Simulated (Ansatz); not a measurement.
# BClHI (SMILES ClBI): single points off equilibrium

The atoms stand at a structure displaced at random from a GFN2-xTB minimum. How far do the functionals agree with one another there?

Program: Ansatz 0.2.0, Gaussian basis. Level of theory: single points in def2-TZVPP. These are calculated values, not measurements.

Filled d shells of heavy p-block atoms are frozen too. Core potentials replace the inner electrons past krypton, and spin-orbit coupling is left out.

1 further run of the same task is left out (set aside as unsound or not needed).

### 1 The system as given

SMILES `ClBI`, 4 atoms, charge 0, spin multiplicity 1.

Atoms are counted from 1 here; the program's logs count them from 0.

Bond lengths: Cl1–B2 1.719 Å, B2–I3 2.097 Å, B2–H4 1.169 Å. Angles: Cl1–B2–I3 124.4°, Cl1–B2–H4 116.4°, I3–B2–H4 119.1°.

As a file:

```xyz
4
charge 0, multiplicity 1
Cl   -1.6450   -0.5243    0.0671
B    -0.0574    0.1167   -0.0840
I     1.6595   -0.7601    0.7423
H     0.0523    1.0900   -0.7217
```

### 2 PBE0-D4/def2-TZVPP

run/in.yaml

```yaml
crystal:
  periodic: [false, false, false]
  atoms:
    - {symbol: Cl, position_ang: [-1.645000, -0.524300, 0.067100]}
    - {symbol: B, position_ang: [-0.057400, 0.116700, -0.084000]}
    - {symbol: I, position_ang: [1.659500, -0.760100, 0.742300]}
    - {symbol: H, position_ang: [0.052300, 1.090000, -0.721700]}
basis:
  gaussian: {orbitals: def2-TZVPP}
hamiltonian: {xc: pbe0, dispersion: d4}
output: {forces: true, orbitals: {seedname: orbitals}}
```

The command line of these runs was not kept.

### 3 wB97M-V/def2-TZVPP

Changes to run/in.yaml since step 2:

```diff
@@ -9,3 +9,3 @@
   gaussian: {orbitals: def2-TZVPP}
-hamiltonian: {xc: pbe0, dispersion: d4}
-output: {forces: true, orbitals: {seedname: orbitals}}
+hamiltonian: {xc: {name: wB97M-V}}
+output: {forces: true}
```

### 4 r2SCAN-D4/def2-TZVPP

Changes to run/in.yaml since step 3:

```diff
@@ -9,3 +9,3 @@
   gaussian: {orbitals: def2-TZVPP}
-hamiltonian: {xc: {name: wB97M-V}}
+hamiltonian: {xc: r2scan, dispersion: d4}
 output: {forces: true}
```

### 5 PBE-D4/def2-TZVPP

Changes to run/in.yaml since step 4:

```diff
@@ -9,3 +9,3 @@
   gaussian: {orbitals: def2-TZVPP}
-hamiltonian: {xc: r2scan, dispersion: d4}
+hamiltonian: {xc: pbe, dispersion: d4}
 output: {forces: true}
```

### 6 LC-wPBE/def2-TZVPP

Changes to run/in.yaml since step 5:

```diff
@@ -9,3 +9,3 @@
   gaussian: {orbitals: def2-TZVPP}
-hamiltonian: {xc: pbe, dispersion: d4}
+hamiltonian: {xc: {name: LC-wPBE}}
 output: {forces: true}
```

### 7 wB97X-V/def2-TZVPP

Changes to run/in.yaml since step 6:

```diff
@@ -9,3 +9,3 @@
   gaussian: {orbitals: def2-TZVPP}
-hamiltonian: {xc: {name: LC-wPBE}}
+hamiltonian: {xc: {name: wB97X-V}}
 output: {forces: true}
```

(Steps that only read results are left out.)

Q: Predict the outcome of this session. Wanted: RMS force component; HOMO and LUMO, PBE0-D4.

**Answer**, as computed:

| quantity | value |
| --- | --- |
| RMS force component | 0.171 to 0.267 eV/Å over the methods |
| HOMO and LUMO, PBE0-D4 | -7.86 and -2.03 eV |

**Reading.** No sound CCSD(T) forces are at hand. Among the functionals the RMS force differs by up to 57 %.
